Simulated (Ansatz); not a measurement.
# C3H9AlSi: the cost of one run

All numbers below are computed with Ansatz 0.2.0 (RHF/6-31G*).

### Step 1. The structure to begin with

Bond lengths: C1–C2 1.266 Å, C2–Al3 1.947 Å, Al3–C4 2.058 Å, Al3–Si5 2.365 Å, C1–H6 1.123 Å, C1–H7 1.124 Å, C2–H8 1.054 Å, C4–H9 1.162 Å, C4–H10 1.034 Å, C4–H11 1.126 Å, Si5–H12 1.486 Å, Si5–H13 1.513 Å, Si5–H14 1.450 Å. Angles (14 of 21 angles, heavy atoms first): C1–C2–Al3 120.7°, C2–Al3–C4 121.8°, C2–Al3–Si5 121.5°, C4–Al3–Si5 116.7°, C1–C2–H8 122.2°, Al3–C2–H8 117.1°, C2–C1–H6 123.1°, C2–C1–H7 123.2°, Al3–C4–H9 105.9°, Al3–C4–H10 111.3°, Al3–C4–H11 105.2°, Al3–Si5–H12 110.1°, Al3–Si5–H13 108.6°, Al3–Si5–H14 108.9°.

As a file:

```xyz
14

C    -2.5109    0.2902    0.0069
C    -1.6649   -0.5709    0.3868
Al    0.2407   -0.2856    0.1047
C     1.6449   -1.6581    0.7206
Si    1.0556    1.6751   -0.9370
H    -3.6171    0.1694    0.1549
H    -2.2251    1.2600   -0.4834
H    -1.9502   -1.4671    0.8615
H     1.4734   -1.7980    1.8613
H     2.6042   -1.3333    0.5119
H     1.3520   -2.6244    0.2228
H     2.5407    1.6520   -0.9807
H     0.5814    2.8748   -0.1455
H     0.4623    1.7866   -2.2559
```

### Step 2. Relaxing end A

The input, input.yaml:

```yaml
crystal:
  periodic: [false, false, false]
  atoms:
    - { symbol: C, position_ang: [-2.5109, 0.2902, 0.0069] }
    - { symbol: C, position_ang: [-1.6649, -0.5709, 0.3868] }
    - { symbol: Al, position_ang: [0.2407, -0.2856, 0.1047] }
    - { symbol: C, position_ang: [1.6449, -1.6581, 0.7206] }
    - { symbol: Si, position_ang: [1.0556, 1.6751, -0.937] }
    - { symbol: H, position_ang: [-3.6171, 0.1694, 0.1549] }
    - { symbol: H, position_ang: [-2.2251, 1.26, -0.4834] }
    - { symbol: H, position_ang: [-1.9502, -1.4671, 0.8615] }
    - { symbol: H, position_ang: [1.4734, -1.798, 1.8613] }
    - { symbol: H, position_ang: [2.6042, -1.3333, 0.5119] }
    - { symbol: H, position_ang: [1.352, -2.6244, 0.2228] }
    - { symbol: H, position_ang: [2.5407, 1.652, -0.9807] }
    - { symbol: H, position_ang: [0.5814, 2.8748, -0.1455] }
    - { symbol: H, position_ang: [0.4623, 1.7866, -2.2559] }
basis:
  gaussian: { orbitals: "6-31G*" }
hamiltonian:
  xc: hf
relax:
  f_tol: 0.015
  max_steps: 40
output:
  orbitals: {}
```

Command:

```sh
ansatz run input.yaml --threads 1 --pin off --max-ram 2048MiB --backend cpu --events-out ev --progress --plain --runs-dir out
```

Q: Estimate wall time and peak memory on 1 thread of Arm Neoverse V1, shared host.

About 36 s, with a peak of 0.2 GiB.
